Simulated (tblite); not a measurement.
# GFN2-xTB run of AlH2SCl3 (SMILES [SH2+][Al-]([Cl])([Cl])[Cl])

Aim: a structure relaxation of AlH2SCl3. Input form: a Python script.

Program for the calculation: tblite 0.8.0.

15 further runs of the same task are left out: 15 set aside as unsound or not needed.

### Step 1. The system as given

AlH2SCl3: 7 atoms, total charge 0, spin state singlet. As SMILES, `[SH2+][Al-]([Cl])([Cl])[Cl]`. The coordinates come from a PBE0-D4/def2-TZVP relaxation. The run starts from this shape.

Bond lengths: S1–Al2 2.468 Å, Al2–Cl3 2.100 Å, Al2–Cl4 2.100 Å, Al2–Cl5 2.105 Å, S1–H6 1.346 Å, S1–H7 1.346 Å. Angles: S1–Al2–Cl3 98.6°, S1–Al2–Cl4 98.6°, S1–Al2–Cl5 101.3°, Cl3–Al2–Cl4 118.4°, Cl3–Al2–Cl5 116.8°, Cl4–Al2–Cl5 116.8°, Al2–S1–H6 95.8°, Al2–S1–H7 95.8°, H6–S1–H7 93.0°.

### Step 2. A structure relaxation at GFN2-xTB

The input, geom.xyz:

```xyz
7

S     -0.829200     0.731200     1.055700
Al     0.397400    -0.804400    -0.436300
Cl     1.691900    -1.654600     0.982100
Cl    -1.228100    -1.946200    -1.118100
Cl     1.248400     0.547200    -1.807200
H     -1.399400     1.450400     0.071400
H      0.180200     1.608400     1.206700
```

The input, xtb_job.py:

```python
"""GFN2-xTB geometry optimisation"""
import json
import numpy as np
from tblite.interface import Calculator
from tblite.interface import symbols_to_numbers
from scipy.optimize import minimize

symbols = list(map(str, np.loadtxt("geom.xyz", skiprows=2, usecols=0, dtype=str, ndmin=1)))
numbers = np.array(symbols_to_numbers(symbols))
positions = np.loadtxt("geom.xyz", skiprows=2, usecols=(1, 2, 3), ndmin=2) / 0.5291772

xtb = Calculator("GFN2-xTB", numbers, positions, charge=0, uhf=0)
xtb.set("verbosity", 0)
xtb.set("accuracy", 0.01)
last, frames, energies, grads = [None], [], [], []

def fun(x):
    xtb.update(x.reshape(-1, 3))
    last[0] = xtb.singlepoint(last[0])
    return float(last[0].get('energy')), last[0].get('gradient').ravel()

def show(x):
    e, g = fun(x)
    frames.append(x.reshape(-1, 3).tolist())
    energies.append(e)
    grads.append(g.reshape(-1, 3).tolist())
    print(f"{len(energies) - 1:4d} {e:16.9f} {np.abs(g).max():12.3e} {np.linalg.norm(g):12.3e}")

print("step      energy/Eh       max grad     grad norm")
show(positions.ravel())
opt = minimize(fun, positions.ravel(), jac=True, method="BFGS", callback=show, options={"gtol": 3e-05, "maxiter": 500})
print("converged:", opt.success, "-", opt.message)
fun(opt.x)
res = last[0]
final = opt.x.reshape(-1, 3)
print("final geometry (angstrom)")
for s, p in zip(symbols, final * 0.529177210903):
    print(f"{s:<2} {p[0]:12.6f} {p[1]:12.6f} {p[2]:12.6f}")
print(f"E(total): {res.get('energy') * 627.5095:.8f} kcal/mol")
eps = np.atleast_2d(res.get("orbital-energies")) * 27.211386
occ = np.atleast_2d(res.get("orbital-occupations"))
filled = occ.sum(axis=0) if eps.shape[0] == 1 else occ[0]
homo = np.nonzero(filled > 0.5)[0].max()
print("  MO   occupation   energy/eV")
for i in range(max(0, homo - 4), min(eps.shape[1], homo + 5)):
    print(f"{i + 1:4d} {filled[i]:10.4f} {eps[0, i]:12.4f}")
mu = res.get("dipole") * 2.541746
print(f"dipole: {np.linalg.norm(mu):.4f} D, components " + " ".join(f"{c:.4f}" for c in mu))
q = res.get("charges")
print("Charges:", " ".join(f"{s}{i + 1}={c:+.4f}" for i, (s, c) in enumerate(zip(symbols, q))))
out = {k: np.asarray(res.get(k)).tolist() for k in ("energy", "gradient", "charges", "dipole", "orbital-energies", "orbital-occupations")}
out.update(symbols=symbols, positions=(positions * 0.529177210903).tolist(), final=final.tolist(), frames=frames, step_energies=energies, grads=grads, success=bool(opt.success))
json.dump(out, open("results.json", "w"))
```

Command:

```sh
$ python xtb_job.py
```

What values should one expect? Wanted: total energy at the end; dipole moment; HOMO energy; LUMO energy; HOMO–LUMO gap.

Answer, from the run:

Level: GFN2-xTB.

| quantity | value |
| --- | --- |
| total energy at the end | -19.20129 Eh |
| dipole moment | 2.76 D |
| HOMO energy | -11.65 eV |
| LUMO energy | -6.55 eV |
| HOMO–LUMO gap | 5.10 eV |

At the final geometry: Bond lengths: Al2–Cl3 2.041 Å, Al2–Cl4 2.041 Å, Al2–Cl5 2.055 Å, S1–H6 1.331 Å, S1–H7 1.331 Å. Angles: Cl3–Al2–Cl4 121.2°, Cl3–Al2–Cl5 117.9°, Cl4–Al2–Cl5 117.9°, H6–S1–H7 92.7°. The optimisation took 35 steps and changed the energy by -0.155 eV.
